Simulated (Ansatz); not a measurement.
# CH4BBrO: one species, many methods

An exercise on one series of results from a longer session: the logs are not shown, and one member is left open.

Computed with Ansatz 0.2.0, Gaussian basis. Level: functionals in def2-TZVPP, the program's frozen cores in correlated methods.

Plan: LDA (SPW92), PBE-D4, revPBE-D4, BLYP-D4, r2SCAN-D4, B97M-V, PBE0-D4, B3LYP-D4, r2SCANh-D4, r2SCAN0-D4, HSE06-D4, BHLYP-D4, CAM-B3LYP-D4, LC-ωPBE, ωB97X-V, ωB97M-V, B2PLYP, PBE-QIDH; CCSD(T)/def2-SVP; CCSD(T)/def2-TZVPP; MP2/def2-QZVPP; extrapolation to the limit; RPA on PBE.

### Structure used throughout

All runs share one geometry, relaxed beforehand with PBE0-D4 in a triple-zeta def2 set.

8 atoms, charge 0, spin multiplicity 1.

Atoms are counted from 1 here; the program's logs count them from 0.

Bond lengths: B1–C2 1.550 Å, B1–Br4 2.177 Å, B1–H5 1.193 Å, B1–H6 1.194 Å, C2–O3 1.317 Å, C2–H7 1.090 Å, O3–H8 0.965 Å. Angles: C2–B1–Br4 72.4°, C2–B1–H5 117.3°, C2–B1–H6 116.8°, Br4–B1–H5 108.6°, Br4–B1–H6 106.4°, H5–B1–H6 121.8°, B1–C2–O3 122.2°, B1–C2–H7 122.0°, O3–C2–H7 115.4°, C2–O3–H8 111.6°.

Geometry (Å):

```xyz
8
CH4BBrO
B    -0.2250    1.0507   -0.2405
C     0.1241   -0.3256    0.3802
O     1.2580   -0.9440    0.1217
Br   -1.3853   -0.4612   -1.2936
H     0.5634    1.5234   -1.0008
H    -1.0107    1.7261    0.3528
H    -0.4923   -0.7830    1.1544
H     1.2600   -1.8435    0.4701
```

The first run:

Contents of in.yaml:

```yaml
crystal:
  periodic: [false, false, false]
  atoms:
    - {symbol: B, position_ang: [-0.224964, 1.050704, -0.240526]}
    - {symbol: C, position_ang: [0.124052, -0.325628, 0.380177]}
    - {symbol: O, position_ang: [1.258026, -0.944030, 0.121693]}
    - {symbol: Br, position_ang: [-1.385295, -0.461196, -1.293632]}
    - {symbol: H, position_ang: [0.563351, 1.523420, -1.000766]}
    - {symbol: H, position_ang: [-1.010722, 1.726130, 0.352782]}
    - {symbol: H, position_ang: [-0.492341, -0.783014, 1.154372]}
    - {symbol: H, position_ang: [1.259993, -1.843486, 0.470099]}
basis:
  gaussian: {orbitals: def2-TZVPP}
hamiltonian: {xc: lda}
output: {orbitals: {seedname: orbitals}}
```

Run with:

```sh
> ansatz run in.yaml --threads 2 --pin off --events-out ev --progress --plain --max-ram 4352MiB
```

Steps of the session up to this table: LDA; PBE-D4 (GGA); revPBE-D4 (GGA); BLYP-D4 (GGA); r2SCAN-D4 (meta-GGA); B97M-V (meta-GGA); PBE0-D4 (hybrid); B3LYP-D4 (hybrid); r2SCANh-D4 (hybrid); r2SCAN0-D4 (hybrid); HSE06-D4 (hybrid); BHLYP-D4 (hybrid); CAM-B3LYP-D4 (range-separated); LC-ωPBE (range-separated); ωB97X-V (range-separated); ωB97M-V (range-separated); B2PLYP (double hybrid); PBE-QIDH (double hybrid).

One table of the session follows, with a row left open; its other results are not shown here.

It belongs to the step «Frontier levels by functional». 

```
  functional  HOMO (eV)  LUMO (eV)  gap (eV)
 LDA (SPW92)      -6.78      -2.85      3.92
      PBE-D4      -6.65      -2.60      4.05
   revPBE-D4      -6.61      -2.51      4.10
     BLYP-D4      -6.51      -2.49      4.01
   r2SCAN-D4      -6.95      -2.40      4.56
      B97M-V      -7.05      -2.36      4.69
     PBE0-D4      -7.94      -1.63      6.30
    B3LYP-D4      -7.69      -1.89      5.80
  r2SCANh-D4      -7.43      -2.04      5.38
  r2SCAN0-D4      -8.13      -1.51      6.63
    HSE06-D4      -7.54      -2.01      5.52
    BHLYP-D4      -9.07      -0.57      8.50
CAM-B3LYP-D4      -9.27      -0.56      8.71
     LC-ωPBE     -10.66       0.60     11.26
     ωB97X-V     -10.30       0.55     10.84
     ωB97M-V          ?          ?         ?
```

**Question.** Estimate the row for ωB97M-V.

The run gave: HOMO (eV): -10.16; LUMO (eV): 0.42; gap (eV): 10.58. In the column «HOMO (eV)» it lies between ωB97X-V (-10.30) and CAM-B3LYP-D4 (-9.27).
